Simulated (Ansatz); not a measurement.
# (10−10) slab of wurtzite AlN, 19.8 Å thick as cut, bare faces

Wanted: surface relaxation, gap and band-edge positions (PBEsol, HSE06 and r²SCAN).

Method: density functional theory in Ansatz 0.2.0, PAW datasets, plane waves.

### 1 The system as built

32 atoms (16 Al, 16 N); a = 4.984 Å, b = 3.114 Å, c = 32.775 Å, α = 90.00°, β = 90.00°, γ = 90.00°. All atoms were shaken off their sites by about 0.02 Å along each axis.

The runs, in order: (2) PBEsol relaxation at a 4×6×1 mesh, on 1 × NVIDIA H100 80GB HBM3 with 2 threads of AMD EPYC 7R13; (3) HSE06 single point at a 3×4×1 mesh, on 1 × NVIDIA H100 80GB HBM3 with 2 threads of AMD EPYC 7R13; (4) r²SCAN single point at a 3×4×1 mesh, on 1 × NVIDIA H100 80GB HBM3 with 2 threads of AMD EPYC 7R13.

Coordinates:

```cif
data_structure
_symmetry_space_group_name_H-M 'P 1'
_symmetry_Int_Tables_number 1
_cell_length_a 4.9835
_cell_length_b 3.1138
_cell_length_c 32.7754
_cell_angle_alpha 90.000
_cell_angle_beta 90.000
_cell_angle_gamma 90.000
_cell_volume 508.60
loop_
_atom_site_label
_atom_site_type_symbol
_atom_site_fract_x
_atom_site_fract_y
_atom_site_fract_z
_atom_site_occupancy
Al1 Al 0.49653 0.50626 0.19868 1
Al2 Al 0.49475 0.98896 0.27999 1
Al3 Al 0.50210 0.51015 0.36328 1
Al4 Al 0.50195 0.99313 0.44378 1
Al5 Al 0.49434 0.49207 0.52717 1
Al6 Al 0.49698 0.99740 0.61023 1
Al7 Al 0.49256 0.51069 0.69229 1
Al8 Al 0.49757 0.00812 0.77412 1
Al9 Al 0.99421 0.00005 0.22529 1
Al10 Al 0.98884 0.49302 0.30837 1
Al11 Al 0.99391 0.99430 0.39010 1
Al12 Al 0.99514 0.50100 0.47310 1
Al13 Al 0.99479 0.00299 0.55435 1
Al14 Al 0.99803 0.50118 0.63822 1
Al15 Al 0.99778 0.00905 0.72065 1
Al16 Al 0.99718 0.49677 0.80069 1
N1 N 0.37790 0.00478 0.22574 1
N2 N 0.38187 0.49192 0.30800 1
N3 N 0.37287 0.99061 0.39080 1
N4 N 0.38160 0.49535 0.47291 1
N5 N 0.37924 0.99552 0.55448 1
N6 N 0.37255 0.50062 0.63780 1
N7 N 0.37133 0.00016 0.71932 1
N8 N 0.38216 0.50460 0.80138 1
N9 N 0.88455 0.50403 0.19809 1
N10 N 0.87072 0.99517 0.28066 1
N11 N 0.87713 0.50898 0.36258 1
N12 N 0.87629 0.99650 0.44532 1
N13 N 0.88203 0.49721 0.52791 1
N14 N 0.87960 0.00855 0.60984 1
N15 N 0.88149 0.50614 0.69218 1
N16 N 0.87293 0.00445 0.77467 1
```

### 2 PBEsol relaxation in the fixed cell

File in.yaml:

```yaml
crystal:
  lattice:
    - [0.000000, 0.000000, 4.983529]
    - [3.113816, 0.000000, 0.000000]
    - [0.000000, 32.775387, 0.000000]
  atoms:
    - { symbol: Al, position: [0.496529, 0.506260, 0.198682] }
    - { symbol: Al, position: [0.494747, 0.988958, 0.279988] }
    - { symbol: Al, position: [0.502096, 0.510152, 0.363279] }
    - { symbol: Al, position: [0.501946, 0.993131, 0.443784] }
    - { symbol: Al, position: [0.494336, 0.492075, 0.527168] }
    - { symbol: Al, position: [0.496981, 0.997405, 0.610233] }
    - { symbol: Al, position: [0.492564, 0.510689, 0.692290] }
    - { symbol: Al, position: [0.497575, 0.008120, 0.774120] }
    - { symbol: Al, position: [0.994205, 0.000048, 0.225286] }
    - { symbol: Al, position: [0.988838, 0.493016, 0.308373] }
    - { symbol: Al, position: [0.993905, 0.994299, 0.390100] }
    - { symbol: Al, position: [0.995143, 0.501003, 0.473100] }
    - { symbol: Al, position: [0.994790, 0.002992, 0.554348] }
    - { symbol: Al, position: [0.998032, 0.501180, 0.638219] }
    - { symbol: Al, position: [0.997779, 0.009052, 0.720649] }
    - { symbol: Al, position: [0.997183, 0.496767, 0.800689] }
    - { symbol: N, position: [0.377898, 0.004777, 0.225743] }
    - { symbol: N, position: [0.381868, 0.491916, 0.307995] }
    - { symbol: N, position: [0.372871, 0.990612, 0.390799] }
    - { symbol: N, position: [0.381596, 0.495346, 0.472914] }
    - { symbol: N, position: [0.379241, 0.995518, 0.554477] }
    - { symbol: N, position: [0.372554, 0.500618, 0.637801] }
    - { symbol: N, position: [0.371326, 0.000161, 0.719321] }
    - { symbol: N, position: [0.382162, 0.504600, 0.801384] }
    - { symbol: N, position: [0.884546, 0.504029, 0.198085] }
    - { symbol: N, position: [0.870721, 0.995173, 0.280657] }
    - { symbol: N, position: [0.877130, 0.508976, 0.362578] }
    - { symbol: N, position: [0.876286, 0.996499, 0.445320] }
    - { symbol: N, position: [0.882027, 0.497209, 0.527911] }
    - { symbol: N, position: [0.879601, 0.008546, 0.609842] }
    - { symbol: N, position: [0.881491, 0.506135, 0.692184] }
    - { symbol: N, position: [0.872926, 0.004449, 0.774668] }
kpoints:
  mp_grid: { grid: [4, 6, 1] }
hamiltonian:
  xc: pbesol
scf:
  occupations: { method: fermi_dirac, width: 0.01 }
relax:
  f_tol: 0.03
  max_steps: 80
  escape_saddle: false
  adjacent_minimum: "off"
output:
  forces: true
  eigenvalues: true
  populations: true
```

On the command line:

```console
$ ansatz run in.yaml --threads 2 --pin off --max-ram 30400MiB --runs-dir r --events-out ev --progress --plain --backend cuda --devices 0, --max-vram 18GiB
```

Log:

```text
Pseudopotentials: kind: paw
Functional definition: PBEsol
  exchange = pbesol_x
  correlation = pbesol_c
Crystal: 32 atoms, lattice volume = 508.602 Å³
Basis set: ecut = 420 eV, 9979 PW (Γ), exchange–correlation on 72×48×450 points (8 copies of the dense FFT grid, shifted against one another)
Bands: 96, of which v1, the nominal top of the filled ones, is band 64 counted from 1 (63 counted from 0)
Symmetry: 1 space group operations
Space group: P1 (ITA 1), of the structure as read, at distance tolerance 8.0e-5 Å
k-points: 14 of 24 (time reversal used)
Non-local potential: Al, projectors of the file, l = 0: 2, l = 1: 2, l = 2: 1
Non-local potential: N, projectors of the file, l = 0: 2, l = 1: 2, l = 2: 1
PAW form: soft (Blöchl's): semilocal exchange-correlation on the pseudo side does not see the compensation charge
PAW frozen core: Al, regenerated for the run's functional, and the local potential with it (the file was generated under x = pbe(κ = 0.804, μ = 0.2195149727645171), c = pbe(β = 0.06672455060314922))
PAW frozen core: N, regenerated for the run's functional, and the local potential with it (the file was generated under x = pbe(κ = 0.804, μ = 0.2195149727645171), c = pbe(β = 0.06672455060314922))
PAW one-centre angular grid: Al, 110 points (default); XC on 64 Gauss nodes
PAW one-centre angular grid: N, 110 points (default); XC on 64 Gauss nodes
Initial density: superposition of atomic densities (neutral atoms: chi_scale 0, normalization atom), corrected by the library's trained network
Initial wavefunctions: pseudopotential atomic-orbital guess
Functional: x = pbesol(κ = 0.804, μ = 0.12345679012345678), c = pbesol(β = 0.046)
SCF iter   1: F=—  HF=-14489.746300 eV  |F-HF|=—  |Δ(HF+E_count)|=         —  Δρ=8.71e-3  dr2=4.26e-1  ethr=1.77e-3  ⟨swp⟩=10.4  Hψ=7916  notcnv=0  defer=203
preconditioner: auto → Resta (q_TF=auto, 2.168 Å⁻¹)  ε∞=3.3  [insulator: Δε(μ)=1.449 eV  Ē_g=12.215 eV  σ=0.010 eV  W_gap=1.00  n_scr=78 (ndim 8)  ℏωp=18.6 eV  f_vac=0.299  D(μ)=0.00/eV (n_scr^D=0)  ε∞_Penn≈3.3  vacuum switching on, ρ_ref=1.1e-2 e/Å³]
SCF iter   2: F=—  HF=-14489.634765 eV  |F-HF|=—  |Δ(HF+E_count)|=   1.12e-1  Δρ=2.08e-3  dr2=2.35e-2  ethr=3.33e-4  ⟨swp⟩=2.1  Hψ=2311  notcnv=0  defer=367
SCF iter   3: F=—  HF=-14489.631680 eV  |F-HF|=—  |Δ(HF+E_count)|=   3.08e-3  Δρ=8.80e-4  dr2=4.30e-3  ethr=1.84e-5  ⟨swp⟩=3.3  Hψ=1863  notcnv=0  defer=367
SCF iter   4: F=—  HF=-14489.630984 eV  |F-HF|=—  |Δ(HF+E_count)|=   6.96e-4  Δρ=4.64e-4  dr2=1.08e-3  ethr=3.36e-6  ⟨swp⟩=2.4  Hψ=2205  notcnv=0  defer=367
SCF iter   5: F=—  HF=-14489.631007 eV  |F-HF|=—  |Δ(HF+E_count)|=   2.30e-5  Δρ=1.16e-4  dr2=6.29e-5  ethr=8.40e-7  ⟨swp⟩=2.6  Hψ=1771  notcnv=0  defer=367
SCF iter   6: F=-14489.631021 eV  HF=-14489.631021 eV  |F-HF|=3.39e-8  |Δ(HF+E_count)|=   1.41e-5  Δρ=3.21e-5  dr2=4.97e-6  ethr=1.76e-8  ⟨swp⟩=28.9  Hψ=11366  notcnv=0
SCF 1 converged in 6 iterations: F = -14489.631021 eV  dr2 = 4.97e-6
relax step   1: F+E_penalty+E_count = -14489.63102125 eV  Δ(F+E_penalty+E_count) = +0.000e0 eV  max|allowed force component| = 2.035e0 eV/Å  Δτ_max = 0.0000 Å  (6 SCF iters, dr2 threshold 2.25e-5 eV, accepted)
Initial density: handed on by an earlier stage of this run
Initial wavefunctions: those handed on with the density
iter 1 solved again at ethr=1.97e-4 eV; its pass at ethr=3.10e-3 eV (dr2=2.52e-1 eV) is discarded
SCF iter   1: F=—  HF=-14490.506314 eV  |F-HF|=—  |Δ(HF+E_count)|=         —  Δρ=6.09e-3  dr2=2.51e-1  ethr=1.97e-4  ⟨swp⟩=1.9  Hψ=5085  notcnv=0  defer=362
preconditioner: auto → Resta (q_TF=auto, 2.168 Å⁻¹)  ε∞=3.3  [insulator: Δε(μ)=2.365 eV  Ē_g=12.371 eV  σ=0.010 eV  W_gap=1.00  n_scr=78 (ndim 8)  ℏωp=18.6 eV  f_vac=0.308  D(μ)=0.00/eV (n_scr^D=0)  ε∞_Penn≈3.3  vacuum switching on, ρ_ref=1.1e-2 e/Å³]
SCF iter   2: F=—  HF=-14490.456419 eV  |F-HF|=—  |Δ(HF+E_count)|=   4.99e-2  Δρ=2.85e-3  dr2=4.80e-2  ethr=1.96e-4  ⟨swp⟩=3.1  Hψ=1821  notcnv=0  defer=362
SCF iter   3: F=—  HF=-14490.450819 eV  |F-HF|=—  |Δ(HF+E_count)|=   5.60e-3  Δρ=1.41e-3  dr2=1.30e-2  ethr=3.75e-5  ⟨swp⟩=2.9  Hψ=2365  notcnv=0  defer=367
SCF iter   4: F=—  HF=-14490.450590 eV  |F-HF|=—  |Δ(HF+E_count)|=   2.29e-4  Δρ=4.12e-4  dr2=1.15e-3  ethr=1.02e-5  ⟨swp⟩=3.1  Hψ=1918  notcnv=0  defer=367
SCF iter   5: F=—  HF=-14490.450847 eV  |F-HF|=—  |Δ(HF+E_count)|=   2.57e-4  Δρ=1.94e-4  dr2=2.88e-4  ethr=8.98e-7  ⟨swp⟩=2.0  Hψ=2031  notcnv=0  defer=367
SCF iter   6: F=-14490.450898 eV  HF=-14490.450885 eV  |F-HF|=1.31e-5  |Δ(HF+E_count)|=   3.76e-5  Δρ=5.40e-5  dr2=1.72e-5  ethr=7.81e-8  ⟨swp⟩=20.1  Hψ=10199  notcnv=0
SCF 2 converged in 6 iterations: F = -14490.450898 eV  dr2 = 1.72e-5
relax step   2: F+E_penalty+E_count = -14490.45089819 eV  Δ(F+E_penalty+E_count) = -8.199e-1 eV  max|allowed force component| = 1.361e0 eV/Å  Δτ_max = 0.1703 Å  (6 SCF iters, dr2 threshold 1.00e-4 eV, accepted)
SCF iter   1: F=—  HF=-14490.976767 eV  |F-HF|=—  |Δ(HF+E_count)|=         —  Δρ=7.78e-3  dr2=4.09e-1  ethr=1.11e-3  ⟨swp⟩=3.9  Hψ=3354  notcnv=0  defer=343
preconditioner: auto → Resta (q_TF=auto, 2.168 Å⁻¹)  ε∞=3.2  [insulator: Δε(μ)=2.868 eV  Ē_g=12.480 eV  σ=0.010 eV  W_gap=1.00  n_scr=78 (ndim 8)  ℏωp=18.6 eV  f_vac=0.311  D(μ)=0.00/eV (n_scr^D=0)  ε∞_Penn≈3.2  vacuum switching on, ρ_ref=1.1e-2 e/Å³]
SCF iter   2: F=—  HF=-14490.856682 eV  |F-HF|=—  |Δ(HF+E_count)|=   1.20e-1  Δρ=3.12e-3  dr2=6.65e-2  ethr=3.19e-4  ⟨swp⟩=2.1  Hψ=2349  notcnv=0  defer=356
SCF iter   3: F=—  HF=-14490.838810 eV  |F-HF|=—  |Δ(HF+E_count)|=   1.79e-2  Δρ=1.47e-3  dr2=1.32e-2  ethr=5.19e-5  ⟨swp⟩=2.9  Hψ=1845  notcnv=0  defer=356
SCF iter   4: F=—  HF=-14490.835750 eV  |F-HF|=—  |Δ(HF+E_count)|=   3.06e-3  Δρ=3.66e-4  dr2=6.10e-4  ethr=1.03e-5  ⟨swp⟩=2.9  Hψ=2193  notcnv=0  defer=356
SCF iter   5: F=—  HF=-14490.835798 eV  |F-HF|=—  |Δ(HF+E_count)|=   4.75e-5  Δρ=1.66e-4  dr2=1.51e-4  ethr=4.76e-7  ⟨swp⟩=2.2  Hψ=2037  notcnv=0  defer=356
SCF iter   6: F=-14490.835794 eV  HF=-14490.835793 eV  |F-HF|=7.33e-7  |Δ(HF+E_count)|=   4.35e-6  Δρ=3.91e-5  dr2=6.85e-6  ethr=7.81e-8  ⟨swp⟩=18.8  Hψ=9817  notcnv=0
SCF 3 converged in 6 iterations: F = -14490.835794 eV  dr2 = 6.85e-6
relax step   3: F+E_penalty+E_count = -14490.83579389 eV  Δ(F+E_penalty+E_count) = -3.849e-1 eV  max|allowed force component| = 1.291e-1 eV/Å  Δτ_max = 0.0971 Å  (6 SCF iters, dr2 threshold 1.00e-4 eV, accepted)
SCF iter   1: F=—  HF=-14490.842431 eV  |F-HF|=—  |Δ(HF+E_count)|=         —  Δρ=8.55e-4  dr2=4.77e-3  ethr=9.91e-5  ⟨swp⟩=3.0  Hψ=2695  notcnv=0  defer=355
preconditioner: auto → Resta (q_TF=auto, 2.168 Å⁻¹)  ε∞=3.2  [insulator: Δε(μ)=2.797 eV  Ē_g=12.464 eV  σ=0.010 eV  W_gap=1.00  n_scr=78 (ndim 8)  ℏωp=18.6 eV  f_vac=0.311  D(μ)=0.00/eV (n_scr^D=0)  ε∞_Penn≈3.2  vacuum switching on, ρ_ref=1.1e-2 e/Å³]
SCF iter   2: F=—  HF=-14490.841139 eV  |F-HF|=—  |Δ(HF+E_count)|=   1.29e-3  Δρ=4.07e-4  dr2=1.04e-3  ethr=3.73e-6  ⟨swp⟩=2.1  Hψ=2121  notcnv=0  defer=356
SCF iter   3: F=—  HF=-14490.840677 eV  |F-HF|=—  |Δ(HF+E_count)|=   4.62e-4  Δρ=1.92e-4  dr2=1.94e-4  ethr=8.11e-7  ⟨swp⟩=2.0  Hψ=1775  notcnv=0  defer=356
SCF iter   4: F=—  HF=-14490.840648 eV  |F-HF|=—  |Δ(HF+E_count)|=   2.90e-5  Δρ=5.54e-5  dr2=2.08e-5  ethr=1.52e-7  ⟨swp⟩=2.1  Hψ=1879  notcnv=0  defer=356
SCF iter   5: F=—  HF=-14490.840652 eV  |F-HF|=—  |Δ(HF+E_count)|=   3.99e-6  Δρ=2.64e-5  dr2=4.96e-6  ethr=1.62e-8  ⟨swp⟩=2.3  Hψ=1815  notcnv=0  defer=356
SCF iter   6: F=-14490.840652 eV  HF=-14490.840652 eV  |F-HF|=2.41e-7  |Δ(HF+E_count)|=   9.25e-8  Δρ=7.75e-6  dr2=3.33e-7  ethr=8.14e-10  ⟨swp⟩=15.9  Hψ=8905  notcnv=0
SCF 4 converged in 6 iterations: F = -14490.840652 eV  dr2 = 3.33e-7
relax step   4: F+E_penalty+E_count = -14490.84065206 eV  Δ(F+E_penalty+E_count) = -4.858e-3 eV  max|allowed force component| = 2.324e-2 eV/Å  Δτ_max = 0.0166 Å  (6 SCF iters, dr2 threshold 1.04e-6 eV, accepted)
iter 1 solved again at ethr=3.18e-10 eV; its pass at ethr=3.10e-3 eV (dr2=4.08e-7 eV) is discarded
SCF iter   1: F=—  HF=-14490.840970 eV  |F-HF|=—  |Δ(HF+E_count)|=         —  Δρ=9.49e-6  dr2=4.25e-7  ethr=3.18e-10  ⟨swp⟩=1.2  Hψ=3229  notcnv=0
preconditioner: auto → Resta (q_TF=auto, 2.168 Å⁻¹)  ε∞=3.2  [insulator: Δε(μ)=2.811 eV  Ē_g=12.465 eV  σ=0.010 eV  W_gap=1.00  n_scr=78 (ndim 8)  ℏωp=18.6 eV  f_vac=0.311  D(μ)=0.00/eV (n_scr^D=0)  ε∞_Penn≈3.2  vacuum switching on, ρ_ref=1.1e-2 e/Å³]
SCF iter   2: F=—  HF=-14490.840652 eV  |F-HF|=—  |Δ(HF+E_count)|=   3.18e-4  Δρ=4.90e-6  dr2=1.54e-7  ethr=3.18e-10  ⟨swp⟩=2.0  Hψ=1884  notcnv=0
SCF iter   3: F=-14490.840652 eV  HF=-14490.840652 eV  |F-HF|=4.89e-8  |Δ(HF+E_count)|=   8.70e-8  Δρ=2.59e-6  dr2=5.52e-8  ethr=7.81e-11  ⟨swp⟩=5.9  Hψ=4705  notcnv=0
SCF 5 converged in 3 iterations: F = -14490.840652 eV  dr2 = 5.52e-8
relax step   5: F+E_penalty+E_count = -14490.84065212 eV  Δ(F+E_penalty+E_count) = -6.313e-8 eV  max|allowed force component| = 2.321e-2 eV/Å  Δτ_max = 0.0000 Å  (3 SCF iters, accepted)
SCF converged after 3 iterations
Free energy (F): -14490.840652 eV
Harris-Foulkes:  -14490.840652 eV  (|F-HF|=4.89e-8)
Internal energy: -14490.840652 eV  (E = F + TS)
E sigma→0 (E₀):  -14490.840652 eV
Fermi energy:    4.296279 eV
--- Per-component energies (eV) ---
  E_band       = -332.339200
  E_kinetic    = 2535.277656
  E_local      = -65995.542194  (includes V_loc(G=0)·N_el)
  E_nonlocal   = 892.516355
  E_hartree    = 32161.826278
  E_xc         = -1608.160630
  E_vxc        = -1715.378707  (∫ρ·V_xc dr)
  E_paw        = -9244.053940  (= ΣΔE_a)
  E_vpaw       = -372.893777  (= ΣTr[D̂ρ^β])
  E_aug_tail   = 0.001494  (compensation charges beyond the density's cutoff)
  E_ewald      = 26766.538524
  E_core_change = 0.755806  (= ΣΔE_core)
  E_smearing   = -0.000000  (= −TS)
  E_closure    = -0.000000  (closes the sum)
  Σ components = -14490.840652   (vs F -14490.840652, Δ=0.00e0)
--- Forces (eV/Å), atoms counted from 1 ---
  atom   1  Al     0.00115335    -0.00860473     0.01735885
  atom   2  Al     0.00095242    -0.00677904     0.00074207
  atom   3  Al     0.00053520     0.01919096    -0.00178725
  atom   4  Al    -0.00006137     0.00979181    -0.00242401
  atom   5  Al    -0.00050908     0.00435385     0.00113272
  atom   6  Al     0.00017625    -0.00194524     0.00434483
  atom   7  Al    -0.00199638    -0.01114314     0.00827721
  atom   8  Al    -0.00109888    -0.00696381    -0.01098394
  atom   9  Al     0.00186093     0.00543487    -0.01122794
  atom  10  Al    -0.00056359     0.01215961     0.00892662
  atom  11  Al     0.00025935     0.01073367     0.00568968
  atom  12  Al    -0.00044258     0.00900791     0.00078157
  atom  13  Al    -0.00018244     0.00492573    -0.00302082
  atom  14  Al    -0.00062317    -0.01091358    -0.00219841
  atom  15  Al    -0.00116128     0.00284108    -0.00031052
  atom  16  Al     0.00003753     0.00636662     0.01669171
  atom  17  N     -0.00082141     0.01933506     0.00025287
  atom  18  N     -0.00000356    -0.02320976    -0.00810035
  atom  19  N     -0.00002590    -0.01288196    -0.00440650
  atom  20  N      0.00126651    -0.00639942     0.00067543
  atom  21  N      0.00122033     0.00142265    -0.00089290
  atom  22  N      0.00012504     0.00764490     0.00104625
  atom  23  N      0.00173921     0.01531938     0.00516452
  atom  24  N      0.00136094    -0.00894179    -0.01092776
  atom  25  N     -0.00161462     0.01313823    -0.01328149
  atom  26  N      0.00018072    -0.01518755     0.00621984
  atom  27  N      0.00007773    -0.01108184     0.00192524
  atom  28  N      0.00041318    -0.01127995    -0.00166627
  atom  29  N     -0.00017721    -0.00966770    -0.00008039
  atom  30  N     -0.00200326    -0.00139852    -0.00315479
  atom  31  N      0.00079892     0.01986225    -0.00524634
  atom  32  N     -0.00087474    -0.01516523     0.00038741
  max |Σ_I F_I| component: 9.29e-5 eV/Å
--- Band table (eV; the first three rows and the last of 14) ---
  k-point 0: bands = [... 52 lower levels ..., "2.0241", "2.1381", "2.1914", "2.2434", "2.3128", "2.3232", "2.4374", "2.5194", "2.5686", "2.5770", "2.7502", "2.7596", "5.6952", "5.7240", "7.0104", "7.6584", "8.1405", "8.1758", "8.2489", "8.4568", "8.4634", "8.4815", "8.6022", "8.8770", ... 20 higher levels ...]
  k-point 1: bands = [... 52 lower levels ..., "1.6239", "1.6673", "1.8799", "1.9275", "2.0673", "2.1774", "2.2096", "2.2297", "2.3223", "2.3985", "2.8333", "2.8422", "6.2455", "6.2524", "7.8473", "7.9423", "8.1580", "8.2366", "8.6697", "8.7321", "8.9195", "9.2402", "9.3296", "9.4702", ... 20 higher levels ...]
  k-point 2: bands = [... 52 lower levels ..., "1.2138", "1.2991", "1.5011", "1.6559", "1.6776", "1.7331", "1.8357", "1.9105", "1.9404", "1.9527", "2.7759", "2.7844", "6.8793", "6.8861", "7.5248", "7.7528", "8.0884", "8.4224", "8.7408", "8.8446", "8.9041", "9.0752", "9.2506", "9.3569", ... 20 higher levels ...]
  k-point 13: bands = [... 52 lower levels ..., "1.4274", "1.4279", "1.5315", "1.5356", "1.5457", "1.5463", "1.5835", "1.5902", "1.7442", "1.7527", "2.8704", "2.8792", "6.8128", "6.8206", "7.8361", "7.8384", "7.9156", "7.9195", "8.1978", "8.1988", "8.3190", "8.3211", "8.6900", "8.6924", ... 20 higher levels ...]
--- Relaxed structure (5 steps of the walk, 5 accepted, 0 SCFs on fresh bases) ---
  F+E_penalty+E_count = -14490.84065212 eV   max|allowed force component| = 2.321e-2 eV/Å
  atoms:
    - { symbol: Al, position: [0.5213389368042122, 0.49983635723537095, 0.20634393772928833] }
    - { symbol: Al, position: [0.49767654796937705, 0.999865276268931, 0.28190837567623406] }
[... 30 atoms left out; the next input holds them all, rounded ...]
--- Löwdin populations: 32 sites ---
  site symbol       q [e]
     0     Al      1.8369
     1     Al      1.9372
     2     Al      1.9245
     3     Al      1.9249
     4     Al      1.9249
     5     Al      1.9250
     6     Al      1.9278
     7     Al      1.9201
     8     Al      1.9202
     9     Al      1.9279
    10     Al      1.9251
    11     Al      1.9250
    12     Al      1.9248
    13     Al      1.9245
    14     Al      1.9372
    15     Al      1.8370
    16      N      6.0264
    17      N      6.0073
    18      N      6.0096
    19      N      6.0099
    20      N      6.0100
    21      N      6.0101
    22      N      6.0182
    23      N      6.0290
    24      N      6.0289
    25      N      6.0181
    26      N      6.0101
    27      N      6.0100
    28      N      6.0099
    29      N      6.0096
    30      N      6.0072
    31      N      6.0264
  spilling = 0.008719 (of n_electrons = 128.000000)
```

It took 19 s on 1 × NVIDIA H100 80GB HBM3 with 2 threads of AMD EPYC 7R13, shared host; peak host memory 1.3 GiB.

Recorded steps of the relaxation:

```
accepted step  energy change (eV)  largest force component (eV/Å)  SCF cycles
            1               0.000                           2.035           6
            2              -0.820                           1.361           6
            3              -1.205                           0.129           6
            4              -1.210                           0.023           6
            5              -1.210                           0.023           3
```

Largest shifts, less the median shift:

```
atom  shift (Å)      dx      dy      dz
 Al1      0.285  -0.020   0.254   0.128
Al16      0.256   0.013  -0.223   0.124
 Al8      0.099  -0.023   0.089  -0.038
Al15      0.081  -0.025  -0.076   0.004
 Al2      0.077   0.034   0.066   0.019
 N25      0.076  -0.013   0.055  -0.051
 Al9      0.063   0.000  -0.059  -0.021
 Al4      0.062   0.022   0.051  -0.028
```

Bond lengths by pair after relaxation (within a distance cut, which drops stretched bonds):

```
pair  count  mean (Å)  spread (Å)  least   most
Al–N     62     1.886       0.034  1.769  1.962
```

Spacing of the frontier levels at a 4×6×1 mesh: 2.81 eV (2.884 to 5.695 eV).

The top filled level lies 5.72 eV and the lowest empty level 2.91 eV below the vacuum level.

(Part 1 of 3 ends here.)
